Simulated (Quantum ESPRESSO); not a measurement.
Input of a Quantum ESPRESSO 7.5 run:

The input pw.in:

```
&CONTROL
  calculation = 'scf'
  prefix = 'pwscf'
  outdir = './tmp'
  pseudo_dir = './pseudo'
  tprnfor = .true.
  tstress = .true.
  disk_io = 'nowf'
/
&SYSTEM
  ibrav = 0
  nat = 1
  ntyp = 1
  ecutwfc = 45
  ecutrho = 360
  nbnd = 12
  occupations = 'smearing'
  smearing = 'mp'
  degauss = 0.00734986
/
&ELECTRONS
  conv_thr = 2d-10
  electron_maxstep = 120
  mixing_beta = 0.5
/
ATOMIC_SPECIES
Ti    47.8670 ti_lda_v1.4.uspp.F.UPF
CELL_PARAMETERS angstrom
   0.0000000000    1.9750000000    1.9750000000
   1.9750000000    0.0000000000    1.9750000000
   1.9750000000    1.9750000000    0.0000000000
ATOMIC_POSITIONS crystal
Ti     0.0000000000    0.0000000000    0.0000000000
K_POINTS automatic
16 16 16 0 0 0
```

Potentials or basis: GBRV 1.5 LDA.

Launch:

```bash
$ OMP_NUM_THREADS=1 pw.x -in pw.in > pw.out
```

Question: Estimate the pressure.

Answer: 5.2 GPa.

Question: Estimate the band gap on the k mesh.

Answer: None (metal or under the smearing width).
